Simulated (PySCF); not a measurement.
# A gas-phase reaction: AlH3O2 + Cl2 → AlClH2O2 + ClH

Aim: the reaction energy of `[OH][AlH][OH]` + `ClCl` → `[OH][Al]([OH])[Cl]` + `Cl`.

Computed with PySCF 2.14.0; each step states its level. No surroundings beyond the atoms listed, unless a continuum is named. Atoms count from 0, parts from 1.

## 1. The system as given

Each species was relaxed by itself at PBE0-D3(BJ)/def2-SVPD.

## 2. Reaction energy: wB97M-D3(BJ)/def2-TZVPD

The job: settings as JSON, then the geometry in Å.

```
{"job": {"kind": "react", "xc": "wB97M-D3(BJ)", "basis": "def2-TZVPD"}, "charge": 0, "multiplicity": 1}
-1 AlH3O2 charge 0 multiplicity 1
O      0.863390    -0.688700    -1.053870
Al    -0.247000     0.405230    -0.347840
O     -0.681120     0.391790     1.306800
H      1.350650    -1.394550    -0.631040
H     -0.904820     1.484240    -1.271120
H     -0.381090    -0.198080     1.997060

-1 Cl2 charge 0 multiplicity 1
Cl     1.014590    -0.012860    -0.002500
Cl    -1.014660     0.015230     0.001850

+1 AlClH2O2 charge 0 multiplicity 1
O     -0.836400    -0.314720     1.158590
Al     0.254950    -0.141110    -0.134290
O      0.128650     1.158440    -1.218480
Cl     1.798770    -1.524970    -0.443540
H     -0.808760    -1.022310     1.803000
H     -0.537100     1.844730    -1.165240

+1 ClH charge 0 multiplicity 1
Cl     0.644610    -0.011070     0.000200
H     -0.643390     0.012200     0.003740
```

Method: wB97M-D3(BJ)/def2-TZVPD reaction energy of separated species, gas phase.

Command:

```
> OMP_NUM_THREADS=1 python cluster_run.py task.json out
```

One launch serves the whole session: the jobs run in the order shown.

The log of the run:

```text
species 1 (AlH3O2)
coarse grid: 24128 points
cycle   1  E = -394.7529990576  dE =  5.509e-02  |g| = 9.972e-01  |ddm| = 1.935e+00
cycle   2  E = -394.6944823529  dE =  5.852e-02  |g| = 1.211e+00  |ddm| = 1.356e+00
cycle   3  E = -394.9400968336  dE = -2.456e-01  |g| = 3.828e-02  |ddm| = 7.070e-01
cycle   4  E = -394.9406623765  dE = -5.655e-04  |g| = 1.116e-02  |ddm| = 6.131e-02
cycle   5  E = -394.9407214721  dE = -5.910e-05  |g| = 2.049e-03  |ddm| = 2.006e-02
cycle   6  E = -394.9407248503  dE = -3.378e-06  |g| = 4.389e-04  |ddm| = 4.284e-03
final grid: 50424 points
cycle   7  E = -394.9407516298  dE = -1.673e-07  |g| = 2.604e-04  |ddm| = 2.015e-03
cycle   8  E = -394.9407516436  dE = -1.381e-08  |g| = 2.614e-04  |ddm| = 3.868e-04
cycle   9  E = -394.9407516553  dE = -1.173e-08  |g| = 4.145e-05  |ddm| = 1.517e-04
cycle  10  E = -394.9407516566  dE = -1.279e-09  |g| = 1.214e-05  |ddm| = 8.344e-05
cycle  11  E = -394.9407516566  dE = -4.400e-11  |g| = 4.967e-06  |ddm| = 1.348e-05
converged SCF energy = -394.9407516566

species 2 (Cl2)
coarse grid: 12632 points
cycle   1  E = -920.4762353273  dE =  6.388e-02  |g| = 2.472e-01  |ddm| = 1.180e+00
cycle   2  E = -920.4854152403  dE = -9.180e-03  |g| = 1.551e-01  |ddm| = 2.411e-01
cycle   3  E = -920.4902178712  dE = -4.803e-03  |g| = 1.247e-02  |ddm| = 9.692e-02
cycle   4  E = -920.4902872880  dE = -6.942e-05  |g| = 2.486e-03  |ddm| = 1.204e-02
cycle   5  E = -920.4902916438  dE = -4.356e-06  |g| = 2.986e-04  |ddm| = 3.875e-03
final grid: 23496 points
cycle   6  E = -920.4902475811  dE = -4.819e-08  |g| = 9.208e-05  |ddm| = 4.964e-04
cycle   7  E = -920.4902475846  dE = -3.536e-09  |g| = 4.822e-05  |ddm| = 1.125e-04
cycle   8  E = -920.4902475853  dE = -6.341e-10  |g| = 1.454e-05  |ddm| = 4.228e-05
converged SCF energy = -920.4902475853

species 3 (AlClH2O2)
coarse grid: 27976 points
cycle   1  E = -854.5090469430  dE =  2.343e-01  |g| = 9.737e-01  |ddm| = 2.142e+00
cycle   2  E = -854.4710234272  dE =  3.802e-02  |g| = 1.147e+00  |ddm| = 1.451e+00
cycle   3  E = -854.6882288082  dE = -2.172e-01  |g| = 5.592e-02  |ddm| = 7.460e-01
cycle   4  E = -854.6890463281  dE = -8.175e-04  |g| = 2.428e-02  |ddm| = 7.833e-02
cycle   5  E = -854.6891888136  dE = -1.425e-04  |g| = 5.676e-03  |ddm| = 2.406e-02
cycle   6  E = -854.6892016432  dE = -1.283e-05  |g| = 1.510e-03  |ddm| = 9.340e-03
cycle   7  E = -854.6892024639  dE = -8.206e-07  |g| = 1.098e-03  |ddm| = 2.101e-03
final grid: 56800 points
cycle   8  E = -854.6892620232  dE = -2.022e-07  |g| = 1.296e-03  |ddm| = 4.481e-03
cycle   9  E = -854.6892619160  dE =  1.073e-07  |g| = 1.573e-03  |ddm| = 1.640e-03
cycle  10  E = -854.6892623086  dE = -3.926e-07  |g| = 4.249e-05  |ddm| = 8.440e-04
cycle  11  E = -854.6892623107  dE = -2.058e-09  |g| = 1.009e-05  |ddm| = 1.277e-04
cycle  12  E = -854.6892623107  dE = -6.594e-11  |g| = 5.411e-06  |ddm| = 2.221e-05
converged SCF energy = -854.6892623107

species 4 (ClH)
coarse grid: 8792 points
cycle   1  E = -460.8503333851  dE = -8.165e-02  |g| = 2.169e-01  |ddm| = 7.239e-01
cycle   2  E = -460.8625128610  dE = -1.218e-02  |g| = 1.397e-01  |ddm| = 2.651e-01
cycle   3  E = -460.8670522301  dE = -4.539e-03  |g| = 1.358e-02  |ddm| = 9.818e-02
cycle   4  E = -460.8670933133  dE = -4.108e-05  |g| = 3.364e-03  |ddm| = 9.545e-03
cycle   5  E = -460.8670995618  dE = -6.248e-06  |g| = 8.516e-04  |ddm| = 3.915e-03
final grid: 17120 points
cycle   6  E = -460.8670682329  dE = -3.715e-07  |g| = 3.675e-04  |ddm| = 8.887e-04
cycle   7  E = -460.8670682792  dE = -4.626e-08  |g| = 1.618e-04  |ddm| = 3.980e-04
cycle   8  E = -460.8670682858  dE = -6.574e-09  |g| = 4.220e-05  |ddm| = 1.295e-04
cycle   9  E = -460.8670682871  dE = -1.313e-09  |g| = 3.967e-06  |ddm| = 6.530e-05
cycle  10  E = -460.8670682871  dE = -5.343e-12  |g| = 8.163e-07  |ddm| = 3.309e-06
converged SCF energy = -460.8670682871

Reaction energy = -78.834 kcal/mol
```

Run time: 20 s. Hardware: 1 thread of Intel Xeon Platinum 8175M at 2.50GHz, shared host; peak memory 0.61 GiB.

Species by species (with the dispersion term, which the log's SCF energies lack):

```csv
ν,species,energy (Eh),HOMO (eV)
-1,[OH][AlH][OH],-394.94404,-11.67
-1,ClCl,-920.49147,-11.18
+1,[OH][Al]([OH])[Cl],-854.69352,-11.67
+1,Cl,-460.86761,-11.93
```

## 3. Reaction energy: PBE0-D3(BJ)/def2-TZVPD

Settings changed since step 2:

```diff
@@ -1,2 +1,2 @@
-{"job": {"kind": "react", "xc": "wB97M-D3(BJ)", "basis": "def2-TZVPD"}, "charge": 0, "multiplicity": 1}
+{"job": {"kind": "react", "xc": "PBE0", "basis": "def2-TZVPD", "disp": "d3bj"}, "charge": 0, "multiplicity": 1}
 -1 AlH3O2 charge 0 multiplicity 1
```

Method: PBE0-D3(BJ)/def2-TZVPD reaction energy of separated species, gas phase.

The log of the run:

```text
species 1 (AlH3O2)
coarse grid: 5656 points
cycle   1  E = -394.3763877654  dE =  1.606e-01  |g| = 1.089e+00  |ddm| = 2.041e+00
cycle   2  E = -393.9131246966  dE =  4.633e-01  |g| = 1.886e+00  |ddm| = 1.737e+00
cycle   3  E = -394.5886739785  dE = -6.755e-01  |g| = 7.362e-02  |ddm| = 1.138e+00
cycle   4  E = -394.5898216945  dE = -1.148e-03  |g| = 1.685e-02  |ddm| = 6.520e-02
cycle   5  E = -394.5898790238  dE = -5.733e-05  |g| = 2.578e-03  |ddm| = 1.604e-02
cycle   6  E = -394.5898802417  dE = -1.218e-06  |g| = 9.254e-04  |ddm| = 2.508e-03
final grid: 50424 points
cycle   7  E = -394.5899603091  dE = -2.068e-05  |g| = 5.607e-03  |ddm| = 2.377e-02
cycle   8  E = -394.5899522233  dE =  8.086e-06  |g| = 8.802e-03  |ddm| = 8.188e-03
cycle   9  E = -394.5899653031  dE = -1.308e-05  |g| = 2.847e-04  |ddm| = 5.190e-03
cycle  10  E = -394.5899653134  dE = -1.025e-08  |g| = 1.615e-04  |ddm| = 2.796e-04
cycle  11  E = -394.5899653179  dE = -4.477e-09  |g| = 2.832e-05  |ddm| = 1.091e-04
cycle  12  E = -394.5899653180  dE = -1.526e-10  |g| = 6.733e-06  |ddm| = 2.728e-05
converged SCF energy = -394.5899653180

species 2 (Cl2)
coarse grid: 3248 points
cycle   1  E = -920.0848710953  dE =  1.015e-01  |g| = 1.608e-01  |ddm| = 1.191e+00
cycle   2  E = -920.0872215712  dE = -2.350e-03  |g| = 8.738e-02  |ddm| = 1.235e-01
cycle   3  E = -920.0886043767  dE = -1.383e-03  |g| = 3.229e-02  |ddm| = 7.027e-02
cycle   4  E = -920.0888555066  dE = -2.511e-04  |g| = 5.428e-04  |ddm| = 2.039e-02
cycle   5  E = -920.0888556159  dE = -1.093e-07  |g| = 2.230e-04  |ddm| = 9.350e-04
final grid: 23496 points
cycle   6  E = -920.0901487435  dE = -8.697e-06  |g| = 2.710e-03  |ddm| = 7.427e-03
cycle   7  E = -920.0901491771  dE = -4.337e-07  |g| = 1.504e-03  |ddm| = 3.014e-03
cycle   8  E = -920.0901494166  dE = -2.394e-07  |g| = 1.106e-04  |ddm| = 1.208e-03
cycle   9  E = -920.0901494192  dE = -2.607e-09  |g| = 4.178e-05  |ddm| = 9.888e-05
cycle  10  E = -920.0901494196  dE = -3.953e-10  |g| = 3.005e-06  |ddm| = 2.416e-05
converged SCF energy = -920.0901494196

species 3 (AlClH2O2)
coarse grid: 6664 points
cycle   1  E = -853.9276469941  dE =  3.303e-01  |g| = 1.081e+00  |ddm| = 2.267e+00
cycle   2  E = -853.5023090848  dE =  4.253e-01  |g| = 1.841e+00  |ddm| = 2.000e+00
cycle   3  E = -854.1354175105  dE = -6.331e-01  |g| = 1.126e-01  |ddm| = 1.348e+00
cycle   4  E = -854.1379416504  dE = -2.524e-03  |g| = 5.259e-02  |ddm| = 1.393e-01
cycle   5  E = -854.1384936335  dE = -5.520e-04  |g| = 7.638e-03  |ddm| = 4.826e-02
cycle   6  E = -854.1385028322  dE = -9.199e-06  |g| = 3.859e-03  |ddm| = 8.737e-03
cycle   7  E = -854.1385055120  dE = -2.680e-06  |g| = 1.288e-03  |ddm| = 2.965e-03
final grid: 56800 points
cycle   8  E = -854.1390320048  dE = -2.627e-05  |g| = 7.075e-03  |ddm| = 2.716e-02
cycle   9  E = -854.1390200142  dE =  1.199e-05  |g| = 1.077e-02  |ddm| = 1.087e-02
cycle  10  E = -854.1390399033  dE = -1.989e-05  |g| = 7.127e-04  |ddm| = 6.898e-03
cycle  11  E = -854.1390399757  dE = -7.241e-08  |g| = 1.733e-04  |ddm| = 6.299e-04
cycle  12  E = -854.1390399816  dE = -5.920e-09  |g| = 6.214e-05  |ddm| = 1.872e-04
cycle  13  E = -854.1390399823  dE = -7.228e-10  |g| = 1.773e-05  |ddm| = 4.627e-05
converged SCF energy = -854.1390399823

species 4 (ClH)
coarse grid: 2248 points
cycle   1  E = -460.6537837670  dE = -4.644e-02  |g| = 1.882e-01  |ddm| = 7.411e-01
cycle   2  E = -460.6558525446  dE = -2.069e-03  |g| = 1.902e-01  |ddm| = 3.151e-01
cycle   3  E = -460.6653812110  dE = -9.529e-03  |g| = 1.506e-02  |ddm| = 1.513e-01
cycle   4  E = -460.6654032680  dE = -2.206e-05  |g| = 2.693e-03  |ddm| = 7.323e-03
cycle   5  E = -460.6654048159  dE = -1.548e-06  |g| = 1.111e-03  |ddm| = 2.553e-03
final grid: 17120 points
cycle   6  E = -460.6658903457  dE = -4.428e-06  |g| = 2.164e-03  |ddm| = 7.334e-03
cycle   7  E = -460.6658903751  dE = -2.943e-08  |g| = 1.795e-03  |ddm| = 2.512e-03
cycle   8  E = -460.6658909931  dE = -6.179e-07  |g| = 1.533e-04  |ddm| = 1.363e-03
cycle   9  E = -460.6658910000  dE = -6.901e-09  |g| = 2.146e-05  |ddm| = 1.086e-04
cycle  10  E = -460.6658910001  dE = -9.788e-11  |g| = 4.934e-06  |ddm| = 1.680e-05
converged SCF energy = -460.6658910001

Reaction energy = -78.613 kcal/mol
```

Run time: 10 s. Hardware: 1 thread of Intel Xeon Platinum 8175M at 2.50GHz, shared host; peak memory 0.61 GiB.

Reaction energy at this level: -78.61 kcal/mol.

## 4. Energies of the species: MP2/def2-TZVPD

Settings changed since step 3:

```diff
@@ -1,2 +1,2 @@
-{"job": {"kind": "react", "xc": "PBE0", "basis": "def2-TZVPD", "disp": "d3bj"}, "charge": 0, "multiplicity": 1}
+{"job": {"kind": "react", "xc": "MP2", "basis": "def2-TZVPD"}, "charge": 0, "multiplicity": 1}
 -1 AlH3O2 charge 0 multiplicity 1
```

Method: MP2/def2-TZVPD reaction energy of separated species, gas phase.

The log of the run:

```text
species 1 (AlH3O2)
final grid: 50424 points
cycle   1  E = -393.4668056678  dE = -1.105e-01  |g| = 7.496e-01  |ddm| = 1.878e+00
cycle   2  E = -393.5381409946  dE = -7.134e-02  |g| = 5.129e-01  |ddm| = 8.099e-01
cycle   3  E = -393.5815802161  dE = -4.344e-02  |g| = 4.127e-02  |ddm| = 3.107e-01
cycle   4  E = -393.5823589299  dE = -7.787e-04  |g| = 8.241e-03  |ddm| = 7.655e-02
cycle   5  E = -393.5824015205  dE = -4.259e-05  |g| = 1.861e-03  |ddm| = 1.982e-02
cycle   6  E = -393.5824040285  dE = -2.508e-06  |g| = 4.956e-04  |ddm| = 4.285e-03
cycle   7  E = -393.5824042111  dE = -1.826e-07  |g| = 1.085e-04  |ddm| = 1.252e-03
cycle   8  E = -393.5824042203  dE = -9.138e-09  |g| = 3.136e-05  |ddm| = 2.919e-04
cycle   9  E = -393.5824042207  dE = -4.274e-10  |g| = 1.315e-05  |ddm| = 5.122e-05
converged SCF energy = -393.5824042207

species 2 (Cl2)
final grid: 23496 points
cycle   1  E = -918.9653262591  dE =  6.011e-02  |g| = 2.590e-01  |ddm| = 1.186e+00
cycle   2  E = -918.9802783822  dE = -1.495e-02  |g| = 1.127e-01  |ddm| = 2.120e-01
cycle   3  E = -918.9828568561  dE = -2.578e-03  |g| = 1.988e-02  |ddm| = 7.487e-02
cycle   4  E = -918.9830777085  dE = -2.209e-04  |g| = 4.253e-03  |ddm| = 2.065e-02
cycle   5  E = -918.9830898146  dE = -1.211e-05  |g| = 7.297e-04  |ddm| = 5.118e-03
cycle   6  E = -918.9830900321  dE = -2.175e-07  |g| = 1.518e-04  |ddm| = 6.808e-04
cycle   7  E = -918.9830900413  dE = -9.232e-09  |g| = 2.307e-05  |ddm| = 1.886e-04
cycle   8  E = -918.9830900416  dE = -2.477e-10  |g| = 2.990e-06  |ddm| = 4.639e-05
converged SCF energy = -918.9830900416

species 3 (AlClH2O2)
final grid: 56800 points
cycle   1  E = -852.4923063067  dE =  9.883e-02  |g| = 7.338e-01  |ddm| = 2.096e+00
cycle   2  E = -852.5630024642  dE = -7.070e-02  |g| = 4.757e-01  |ddm| = 8.570e-01
cycle   3  E = -852.5999685554  dE = -3.697e-02  |g| = 4.514e-02  |ddm| = 3.080e-01
cycle   4  E = -852.6006851201  dE = -7.166e-04  |g| = 1.206e-02  |ddm| = 6.236e-02
cycle   5  E = -852.6007479333  dE = -6.281e-05  |g| = 3.619e-03  |ddm| = 1.679e-02
cycle   6  E = -852.6007551362  dE = -7.203e-06  |g| = 1.117e-03  |ddm| = 6.054e-03
cycle   7  E = -852.6007560513  dE = -9.151e-07  |g| = 3.048e-04  |ddm| = 2.217e-03
cycle   8  E = -852.6007561119  dE = -6.067e-08  |g| = 1.198e-04  |ddm| = 6.214e-04
cycle   9  E = -852.6007561164  dE = -4.514e-09  |g| = 3.376e-05  |ddm| = 1.240e-04
cycle  10  E = -852.6007561171  dE = -6.071e-10  |g| = 7.202e-06  |ddm| = 6.135e-05
converged SCF energy = -852.6007561171

species 4 (ClH)
final grid: 17120 points
cycle   1  E = -460.0817352185  dE = -1.008e-01  |g| = 2.132e-01  |ddm| = 7.101e-01
cycle   2  E = -460.0969052208  dE = -1.517e-02  |g| = 8.401e-02  |ddm| = 2.053e-01
cycle   3  E = -460.0986385829  dE = -1.733e-03  |g| = 1.826e-02  |ddm| = 5.472e-02
cycle   4  E = -460.0988471484  dE = -2.086e-04  |g| = 6.315e-03  |ddm| = 1.638e-02
cycle   5  E = -460.0988771480  dE = -3.000e-05  |g| = 1.289e-03  |ddm| = 7.398e-03
cycle   6  E = -460.0988783641  dE = -1.216e-06  |g| = 2.807e-04  |ddm| = 1.659e-03
cycle   7  E = -460.0988784173  dE = -5.326e-08  |g| = 4.150e-05  |ddm| = 4.895e-04
cycle   8  E = -460.0988784181  dE = -7.307e-10  |g| = 7.806e-06  |ddm| = 6.177e-05
converged SCF energy = -460.0988784181

Reaction energy = -83.354 kcal/mol
```

It took 4.8 s on 1 thread of Intel Xeon Platinum 8175M at 2.50GHz, shared host; peak memory 0.45 GiB.

Reaction energy at this level: -83.35 kcal/mol.

## 5. Comparing the runs

Energies in kcal/mol, with wall time:

```csv
run,reaction,time
wB97M-D3(BJ)/def2-TZVPD,-78.83,20 s
PBE0-D3(BJ)/def2-TZVPD,-78.61,10 s
MP2/def2-TZVPD,-83.35,4.8 s
```

## 6. Results

```
                                                quantity                      value
               reaction energy (wB97M-D3(BJ)/def2-TZVPD)            -78.83 kcal/mol
                     ΔH, ΔG at 298 K (xTB thermal terms)      -79.0, -79.6 kcal/mol
range of the reaction energy over the runs of this table  -83.35 to -78.61 kcal/mol
```

**Reading.** The reaction is exothermic by 79.0 kcal/mol in the gas phase; dispersion gives -0.19, and xTB itself gave -40.24 for the electronic energy (xTB energies and thermal terms come from the earlier relaxation of each species, not shown). No barrier was sought. xTB and this level differ widely in the electronic energy, so what comes from xTB (the thermal terms above all) is less safe here. The reaction energy runs from -83.35 (MP2/def2-TZVPD) to -78.61 kcal/mol (PBE0-D3(BJ)/def2-TZVPD).
